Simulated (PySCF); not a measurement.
# One shape, several levels: C2H3AlFN (SMILES [CH3][Al]([F])[C]#N)

We compute a comparison of 5 runs (HF/STO-3G, HF/def2-SVP, BLYP/def2-SVP, PBE0/def2-SVP, PBE/def2-TZVP) of C2H3AlFN. Input form: a Python script.

The results are computed with PySCF 2.14.0.

### 1 Starting point

The species is C2H3AlFN (8 atoms), meant as a singlet with charge 0. As SMILES, `[CH3][Al]([F])[C]#N`. The coordinates come from a PBE0-D4/def2-TZVP relaxation.

Bond lengths: C1–Al2 1.922 Å, Al2–F3 1.642 Å, Al2–C4 1.932 Å, C4–N5 1.154 Å, C1–H6 1.094 Å, C1–H7 1.094 Å, C1–H8 1.092 Å. Angles: C1–Al2–F3 122.9°, C1–Al2–C4 123.0°, F3–Al2–C4 114.1°, Al2–C4–N5 177.1°, Al2–C1–H6 110.8°, Al2–C1–H7 110.8°, Al2–C1–H8 111.7°, H6–C1–H7 106.8°, H6–C1–H8 108.2°, H7–C1–H8 108.2°.

### 2 Energy and gradient at HF/STO-3G (run 1)

Contents of input.py:

```python
# [CH3][Al]([F])[C]#N
from pyscf import gto

mol = gto.M(
    atom='''
C   -0.796200  -0.780200   0.685800
Al   0.733700   0.022200  -0.157100
F    2.249400  -0.595500  -0.030200
C    0.623900   1.626000  -1.228300
N    0.500000   2.584900  -1.857400
H   -0.942000  -1.805200   0.332600
H   -0.659200  -0.835500   1.769600
H   -1.709600  -0.216500   0.485000
''',
    max_memory=1860,
    verbose=3,
    basis='sto-3g',
    charge=0,
)

myscf = mol.RHF()
myscf.conv_tol = 1e-10
myscf.kernel()
if not myscf.converged:
    myscf = myscf.newton().run(myscf.mo_coeff, myscf.mo_occ)

energy = myscf.e_tot
print('E = %.10f Eh' % energy)
grad = myscf.nuc_grad_method().kernel()
myscf.analyze()
```

Launch:

```bash
$ OMP_NUM_THREADS=1 python input.py
```

Log:

```text
converged SCF energy = -467.433967215505
[... 11 lines left out ...]
MO #2   energy= -25.8007799815397  occ= 2
[... 5 lines left out ...]
MO #8   energy= -3.02651182524699  occ= 2
[... 5 lines left out ...]
MO #14  energy= -0.52361536142176  occ= 2
[... 5 lines left out ...]
MO #20  energy= -0.385075759766825 occ= 2
[... 5 lines left out ...]
MO #26  energy= 0.456259413584521  occ= 0
[... 5 lines left out ...]
MO #32  energy= 1.2931812289816    occ= 0
[... 9 lines left out ...]
Dipole moment(X, Y, Z, Debye): -0.60608, -2.72003,  1.97046
```

Run time: 2.1 s. Hardware: 1 thread of Intel Xeon at 2.70GHz, shared host; peak memory 0.12 GiB.

### 3 Energy and forces at HF/def2-SVP (run 2)

Contents of input.py:

```python
import pyscf.grad
from pyscf import gto

mol = gto.M(
    atom='''
C     -1.504600    -1.474364     1.295974
Al     1.386492     0.041952    -0.296876
F      4.250750    -1.125332    -0.057070
C      1.179000     3.072695    -2.321151
N      0.944863     4.884753    -3.509977
H     -1.780122    -3.411334     0.628523
H     -1.245707    -1.578866     3.344059
H     -3.230676    -0.409126     0.916517
''',
    spin=0,
    max_memory=1860,
    verbose=4,
    unit='bohr',
    basis='def2-svp',
)

calc0 = mol.RHF()
calc0.conv_tol = 1e-10
calc0.kernel()
if not calc0.converged:
    calc0 = calc0.newton().run(calc0.mo_coeff, calc0.mo_occ)

e_tot = calc0.e_tot
print('E(%s) = %.9f' % ('HF', e_tot))
grad = calc0.Gradients().kernel()
dip = calc0.dip_moment()
pop, q = calc0.mulliken_pop()
```

Launch:

```bash
$ OMP_NUM_THREADS=1 python input.py
```

Log:

```text
PySCF version 2.14.0

[... 66 lines left out ...]
converged SCF energy = -473.127840087763
[... 12 lines left out ...]
Dipole moment(X, Y, Z, Debye): -1.74390, -2.57317,  2.09066
[... 98 lines left out ...]
charge of    7H =      0.07767
```

Wall time 7.2 s (1 thread of Intel Xeon at 2.70GHz, shared host); peak memory 0.18 GiB.

Runs 3 to 4 aren't shown in full; the table further down has their settings and results.

### 4 Energy and forces at PBE/def2-TZVP (run 5)

Contents of run.py:

```python
import pyscf.grad
from pyscf import gto, dft

system = gto.Mole()
system.atom = '''
C       -0.796200      -0.780200       0.685800
Al       0.733700       0.022200      -0.157100
F        2.249400      -0.595500      -0.030200
C        0.623900       1.626000      -1.228300
N        0.500000       2.584900      -1.857400
H       -0.942000      -1.805200       0.332600
H       -0.659200      -0.835500       1.769600
H       -1.709600      -0.216500       0.485000
'''
system.verbose = 3
system.max_memory = 1860
system.basis = 'def2-tzvp'
system.charge = 0
system.build()

calc0 = dft.RKS(system, xc='pbe')
calc0.conv_tol = 1e-10
calc0.grids.level = 5
calc0.kernel()
if not calc0.converged:
    calc0 = calc0.newton().run(calc0.mo_coeff, calc0.mo_occ)

etot = calc0.e_tot
print('Final energy', etot)
grad = calc0.Gradients().kernel()
dip = calc0.dip_moment()
pop, q = calc0.mulliken_pop()
```

Launch:

```bash
$ OMP_NUM_THREADS=1 python run.py
```

Log:

```text
converged SCF energy = -474.831455571999
Final energy -474.83145557199896
[... 8 lines left out ...]
Dipole moment(X, Y, Z, Debye): -1.62122, -2.61754,  2.09713
[... 188 lines left out ...]
charge of    7H =      0.15983
```

Wall time 2 min (1 thread of Intel Xeon at 2.70GHz, shared host); peak memory 2.5 GiB.

### 5 Overview of the runs

| run | level | integration grid | energy (Eh) | dipole moment (D) | HOMO energy (eV) | LUMO energy (eV) | wall time |
| --- | --- | --- | --- | --- | --- | --- | --- |
| 1 | HF/STO-3G | – | -467.433967 | 3.41 | -9.97 | 7.40 | 2.1 s |
| 2 | HF/def2-SVP | – | -473.127840 | 3.75 | -12.75 | 1.26 | 7.2 s |
| 3 | BLYP/def2-SVP | 5 | -474.813393 | 3.48 | -7.68 | -2.34 | 33 s |
| 4 | PBE0/def2-SVP | 5 | -474.496184 | 3.63 | -9.37 | -1.69 | 45 s |
| 5 | PBE/def2-TZVP | 5 | -474.831456 | 3.73 | -8.00 | -2.65 | 2 min |

### 6 What came out

| quantity | value |
| --- | --- |
| run 5: total energy | -474.83146 Eh |
| run 5: dipole moment | 3.73 D |
| run 5: HOMO energy | -8.00 eV |
| run 5: LUMO energy | -2.65 eV |
| run 5: HOMO–LUMO gap | 5.35 eV |
| run 5: largest force on an atom | 1.532 eV/Å |

What this shows: The dipole moment (its size) runs from 3.41 D (HF/STO-3G) to 3.75 D (HF/def2-SVP). The HOMO–LUMO gap runs from 5.34 eV (BLYP/def2-SVP) to 17.37 eV (HF/STO-3G). The two ends differ in method and basis. Totals of different functionals can't be ranked against each other. In run 1 the basis is minimal, so the values are rough. All runs together took 3.5 min, the longest 2 min.
